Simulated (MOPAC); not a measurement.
# How the settings of MOPAC move a run on Si3C

Simulated with MOPAC 23.2.5. This is a test of settings. The cell was built from a prototype and was relaxed with r2SCAN in plane waves (Ansatz 0.2.0). Not every such cell is a known phase. All runs are without spin polarisation.

Space group P-4m2 (No. 115), tetragonal; conventional cell a = 3.432 Å, c = 5.000 Å, 14.72 Å³ an atom. C is surrounded by 4 Si at 1.99 Å; Si is surrounded by 2 C at 1.99 Å and 2 Si at 2.27 Å; Si is surrounded by 4 Si at 2.27 Å.

The base run uses PM7 on a cluster of 72 atoms.

```
PM7 1SCF GRADIENTS AUX(PRECISION=6) THREADS=1
crystal as a cluster of 3x3x2 conventional cells

C 0.000000 1 0.000000 1 0.000000 1
Si 0.000000 1 1.715905 1 1.016080 1
Si 1.715905 1 1.715905 1 2.500217 1
Si 1.715905 1 0.000000 1 3.984353 1
C 0.000000 1 0.000000 1 5.000434 1
Si 0.000000 1 1.715905 1 6.016514 1
Si 1.715905 1 1.715905 1 7.500650 1
Si 1.715905 1 0.000000 1 8.984787 1
C 0.000000 1 3.431810 1 0.000000 1
Si 0.000000 1 5.147715 1 1.016080 1
Si 1.715905 1 5.147715 1 2.500217 1
Si 1.715905 1 3.431810 1 3.984353 1
C 0.000000 1 3.431810 1 5.000434 1
Si 0.000000 1 5.147715 1 6.016514 1
Si 1.715905 1 5.147715 1 7.500650 1
Si 1.715905 1 3.431810 1 8.984787 1
C 0.000000 1 6.863620 1 0.000000 1
Si 0.000000 1 8.579525 1 1.016080 1
Si 1.715905 1 8.579525 1 2.500217 1
Si 1.715905 1 6.863620 1 3.984353 1
C 0.000000 1 6.863620 1 5.000434 1
Si 0.000000 1 8.579525 1 6.016514 1
Si 1.715905 1 8.579525 1 7.500650 1
[... 35 lines left out ...]
Si 8.579525 1 5.147715 1 2.500217 1
Si 8.579525 1 3.431810 1 3.984353 1
C 6.863620 1 3.431810 1 5.000434 1
Si 6.863620 1 5.147715 1 6.016514 1
Si 8.579525 1 5.147715 1 7.500650 1
Si 8.579525 1 3.431810 1 8.984787 1
C 6.863620 1 6.863620 1 0.000000 1
Si 6.863620 1 8.579525 1 1.016080 1
Si 8.579525 1 8.579525 1 2.500217 1
Si 8.579525 1 6.863620 1 3.984353 1
C 6.863620 1 6.863620 1 5.000434 1
Si 6.863620 1 8.579525 1 6.016514 1
Si 8.579525 1 8.579525 1 7.500650 1
Si 8.579525 1 6.863620 1 8.984787 1
Tv 10.295431 1 0.000000 1 0.000000 1
Tv 0.000000 1 10.295431 1 0.000000 1
Tv 0.000000 1 0.000000 1 10.000867 1
```

Command: `mopac run.mop`. It took 13 s on 1 thread of Intel(R) Xeon(R) Platinum 8488C (Sapphire Rapids), with other jobs on the host, peak memory 0.093 GiB.

It converged with a gap of 6.74 eV. MOPAC's gap is a Hartree-Fock orbital gap, usually far wider than a measured one, and its energy is the heat of formation.

Each further run moved one setting: method (Hamiltonian); ITRY (limit on SCF cycles); cluster (size of the cluster in conventional cells). Changes are from the base run, which isn't itself converged in every setting; energies of another Hamiltonian, functional, basis or charge aren't compared.

```csv
setting,how it ended,gap change (eV),energy change (meV/atom),time (s)
method = MNDO,converged,1.95,–,4.7
method = PM6-D3H4,converged,-1.85,–,55
method = RM1,refused,–,–,0.06
method = AM1,converged,-0.41,–,4.8
ITRY = 3 (poor on purpose),not converged,–,–,2.7
cluster = 1x1x1 (poor on purpose),refused,–,–,0.05
```

With method = RM1 nothing was computed: the Hamiltonian has no parameters for an element here. With ITRY = 3 the cycle ended unconverged. With cluster = 1x1x1 nothing was computed: the program stopped at its input check.

The end of the log, shortened, for method = RM1:

```
    NO.       ATOM           X           Y           Z
  C: (RM1): G.B. ROCHA, R.O. FREIRE, A.M.SIMAS, J.J.P. STEWART, J. COMP. CHEM. 27, 1101 (2006)
 DATA ARE NOT AVAILABLE FOR ELEMENT NO. 14
          SOME ELEMENTS HAVE BEEN SPECIFIED FOR WHICH
          NO PARAMETERS ARE AVAILABLE.  CALCULATION STOPPED.
          Parameters for some elements are missing
           Empirical Formula: C18 Si54  =    72 atoms
 *     Error and normal termination messages reported in this calculation     *
 * Parameters for some elements are missing                                   *
 * JOB ENDED NORMALLY                                                         *
 TOTAL JOB TIME:             0.01 SECONDS
 == MOPAC DONE ==
```
